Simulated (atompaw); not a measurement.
**Ga: generating and testing a PAW (atompaw) potential**

Task: generate the file, and judge it by its logarithmic derivatives, its ghosts and its cutoff.

The numbers are computed with atompaw 4.2.0.5 (PBE, scalar-relativistic, spin-unpolarised reference atom).

## (1) Settings

Typed settings, in words:

| Quantity | Value |
| --- | --- |
| element | gallium (Ga, Z = 31) |
| type | PAW |
| frozen core | [Ar] |
| valence charge | 13 |
| reference configuration | 3d10 4s2 4p1 |
| partial waves | 4s (bound): rc 1.55 bohr; 4s channel at 4.05 Ry: rc 1.55 bohr; 4p (bound): rc 0.75 bohr; 4p channel at 1.25 Ry: rc 0.75 bohr; 3d (bound): rc 1.30 bohr; 3d channel at 2.2 Ry: rc 1.30 bohr |
| local potential | ultrasoft scheme with l = 3 at 0 Ry, radius 1.35 bohr |
| core correction | smooth core density matched at 0.90 bohr |
| augmentation charge | sinc compensation charge, radius 1.45 bohr; PAW radius 1.55 bohr; waves and projectors: custom rrkj vanderbiltortho |

An earlier all-electron run gives the scale for the radii.

All-electron outer shells of the reference configuration (PBE, scalar-relativistic, ld1.x):

```tsv
shell	level (eV)	outermost node (bohr)	outermost maximum (bohr)
3s	-148.13	0.27	0.56
3p	-98.86	0.24	0.56
3d	-19.15	–	0.53
4s	-8.95	0.81	1.90
4p	-2.58	0.87	2.53
```

## (2) Generating the potential

The input, Ga.input:

```
Ga 31
GGA-PBE scalarrelativistic loggrid 1500 logderivrange -3 5 201
4 4 3 0 0 0
4 1 1
0 0 0
c
c
c
v
c
c
v
v
2
1.55 1.45 1.35 0.90
y
4.05
n
y
1.25
n
y
2.2
n
custom rrkj vanderbiltortho sinc
3 0 ultrasoft
1.55
1.55
0.75
0.75
1.30
1.30
PWSCFOUT
UPFDX 0.0125d0 UPFXMIN -7.d0 UPFZMESH 31.d0
END
```

On the command line:

```bash
$ atompaw < Ga.input > Ga.log
```

What does the calculation give? Wanted: cutoffs for 10 and 1 mRy, occupied levels; bound ghosts; largest phase difference near zero energy, channels read; lowest eigenvalue of the overlap; share of valence orbitals outside the PAW sphere; UPF file.

The runs gave:

| quantity | value |
| --- | --- |
| cutoffs for 10 and 1 mRy, occupied levels | 90 Ry and 140 Ry |
| bound ghosts | p at -100.80 eV, s at -9.50 eV |
| largest phase difference near zero energy, channels read | 3.140 rad |
| lowest eigenvalue of the overlap (Bessel basis) | 0.173 (d) |
| share of valence orbitals outside the PAW sphere | 4s 82 %, 4p 94 %, 3d 7 % |
| UPF file | written |

It has a bound ghost (p, s), a state that the atom doesn't have, and that rules the file out. Close by lies the frozen 3p level (-98.9 eV). It counts as hard, with 90 Ry needed at the looser tolerance. The slowest occupied level is 4p: taken alone it needs 110 Ry to come within 1 mRy, against 70 Ry for 3d. Near zero energy the largest phase difference among the channels read is 3.14 rad, in the s channel (at the energies tabulated). A step near π is an extra or missing state, not a misfit of shape. The pseudo curves have a pole with no partner nearby in the atom's: s at -0.70 Ry.
